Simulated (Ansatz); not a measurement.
**RPA@PBE0/cc-pVDZ run of GeH4O2 (SMILES [OH][GeH2][OH])**

What is the energy change on altering one bond length of GeH4O2 at RPA@PBE0/cc-pVDZ? 

Program for the calculation: Ansatz 0.2.0.

53 further runs of the same task are left out: 53 set aside as unsound or not needed.

## (1) The molecule

The species is GeH4O2 (7 atoms), meant as a singlet with charge 0. SMILES: `[OH][GeH2][OH]`. Geometry: relaxed at PBE0-D4/def2-TZVP. This is one conformer, not always the lowest.

Bond lengths: O1–Ge2 1.776 Å, Ge2–O3 1.773 Å, O1–H4 0.959 Å, Ge2–H5 1.543 Å, Ge2–H6 1.525 Å, O3–H7 0.959 Å. Angles: O1–Ge2–O3 110.8°, O1–Ge2–H5 108.6°, O1–Ge2–H6 106.6°, O3–Ge2–H5 109.7°, O3–Ge2–H6 104.9°, Ge2–O1–H4 113.3°, Ge2–O3–H7 113.6°, H5–Ge2–H6 116.1°.

## (2) The energy at RPA@PBE0/cc-pVDZ

Contents of job.yaml:

```yaml
crystal:
  periodic: [false, false, false]
  atoms:
    - symbol: O
      position_ang: [-1.491300, -0.416000, -0.173900]
    - symbol: Ge
      position_ang: [0.023500, 0.377000, 0.305300]
    - symbol: O
      position_ang: [1.347400, -0.798900, 0.400600]
    - symbol: H
      position_ang: [-1.634900, -0.418700, -1.122100]
    - symbol: H
      position_ang: [0.363400, 1.460500, -0.739100]
    - symbol: H
      position_ang: [-0.172500, 0.863100, 1.737300]
    - symbol: H
      position_ang: [1.625600, -1.135200, -0.453800]
basis:
  gaussian:
    orbitals: cc-pVDZ
hamiltonian:
  xc: {name: PBE0}
correlation:
  method: rpa
  frozen_orbitals: {Ge: 9, H: 0, O: 1}
accuracy: high
```

On the command line:

```
$ ansatz run job.yaml --threads 1 --pin off --max-ram 3480MiB --events-out events.jsonl --progress --plain --runs-dir runs
```

Output:

```text
Warning: RAYON_NUM_THREADS=1 ignored (pool sized by the plan → 1); use --threads N
Functional definition: PBE0
  name "PBE0"
  parameter a = 0.25
  parameter kappa = 0.804
  parameter beta = 0.06672455060314922
  exchange = (1 - a)*pbe_x(kappa = kappa, mu = beta*pi^2/3) + a*exact_x
  correlation = pbe_c(beta = beta)
1673 factors; integrals over basis functions are off by at most 4.6e-9 eV
mean field evaluation 1: about -60658.9875 eV, gradient 6.4e1 eV
mean field evaluation 2: about -60659.0941 eV, gradient 6.4e1 eV
mean field evaluation 4: about -60665.9864 eV, gradient 4.2e0 eV
mean field evaluation 8: about -60666.0500 eV, gradient 2.6e-1 eV
mean field evaluation 16: about -60666.0501 eV, gradient 9.0e-6 eV
mean field -60666.05010115 eV, -2229.4362202916 hartree, gradient 3.7e-8 eV, S^2 0.000000; 0 other end points of the search recorded, 0 dependent functions left out
11 core orbitals not correlated: weight in the atoms' cores, before any rotation towards them, 1.000 or more for the frozen orbitals, at most 0.000 for the correlated occupied ones
reference -60610.90217387 eV, -2227.4095713445 hartree; 15, 15 occupied and 49, 49 virtual orbitals, 1673 factors
Total energy: -60630.31941023 eV, -2228.1231416193 hartree
```

Run time: 8.7 s. Hardware: 1 thread of Arm Neoverse V2, shared host; peak memory 0.24 GiB.

## (3) The distorted shape

Contents of in.yaml:

```yaml
crystal:
  periodic: [false, false, false]
  atoms:
    - {symbol: O, position_ang: [-1.376424, -0.413840, 0.584632]}
    - {symbol: Ge, position_ang: [0.138376, 0.379160, 1.063832]}
    - {symbol: O, position_ang: [1.462276, -0.796740, 1.159132]}
    - {symbol: H, position_ang: [-1.634900, -0.418700, -1.122100]}
    - {symbol: H, position_ang: [0.478276, 1.462660, 0.019432]}
    - {symbol: H, position_ang: [-0.057624, 0.865260, 2.495832]}
    - {symbol: H, position_ang: [1.740476, -1.133040, 0.304732]}
basis:
  gaussian: {orbitals: cc-pVDZ}
correlation: {method: rpa, frozen_orbitals: {Ge: 9, H: 0, O: 1}}
accuracy: high
hamiltonian: {xc: pbe0}
```

On the command line:

```
$ ansatz run in.yaml --threads 1 --pin off --max-ram 3480MiB --events-out events.jsonl --progress --plain --runs-dir runs
```

Output:

```text
Warning: RAYON_NUM_THREADS=1 ignored (pool sized by the plan → 1); use --threads N
Functional definition: PBE0
  name "PBE0"
  parameter a = 0.25
  parameter kappa = 0.804
  parameter beta = 0.06672455060314922
  exchange = (1 - a)*pbe_x(kappa = kappa, mu = beta*pi^2/3) + a*exact_x
  correlation = pbe_c(beta = beta)
1673 factors; integrals over basis functions are off by at most 4.5e-9 eV
mean field evaluation 1: about -60652.1819 eV, gradient 6.9e1 eV
mean field evaluation 2: about -60652.2668 eV, gradient 6.9e1 eV
mean field evaluation 4: about -60660.5823 eV, gradient 2.6e1 eV
mean field evaluation 8: about -60662.0967 eV, gradient 8.5e-1 eV
mean field evaluation 16: about -60662.1083 eV, gradient 4.0e-4 eV
mean field evaluation 32: about -60612.6643 eV, gradient 7.6e1 eV
mean field -60662.10833839 eV, -2229.2913631819 hartree, gradient 2.9e-8 eV, S^2 0.000000; 0 other end points of the search recorded, 0 dependent functions left out; unrestricted orbitals would lower it
unrestricted determinant -60608.02686564 eV, -2227.3039057163 hartree, S^2 0.7713
11 core orbitals not correlated: weight in the atoms' cores, before any rotation towards them, 1.000 or more for the frozen orbitals, at most 0.000 for the correlated occupied ones
reference -60606.03243018 eV, -2227.2306115651 hartree; 15, 15 occupied and 49, 49 virtual orbitals, 1673 factors
Total energy: -60626.56935857 eV, -2227.9853297627 hartree
```

Wall time 11 s (1 thread of Arm Neoverse V2, shared host); peak memory 0.29 GiB.

## (4) Outcome

At RPA@PBE0/cc-pVDZ, 11 core orbitals frozen:

```
                                                         quantity           value
                                        first shape: total energy  -2228.12314 Eh
                    first shape: RPA correlation energy (valence)      -713.6 mEh
                                    distorted shape: total energy  -2227.98533 Eh
                distorted shape: RPA correlation energy (valence)      -754.7 mEh
energy change with the O1–H4 bond stretched from 0.959 to 1.726 Å        3.750 eV
```

In words: One bond (distorted shape) is far stretched, which a spin-restricted single reference describes badly; a broken-symmetry solution may lie lower. With the O1–H4 bond stretched from 0.959 to 1.726 Å the energy rises by 3.75 eV (362 kJ/mol). The first shape isn't relaxed at this level, so the change isn't measured from a minimum. A restricted reference can't describe the breaking bond well at this length. The restricted solution (distorted shape) is unstable to spin breaking: an unrestricted one lies lower.
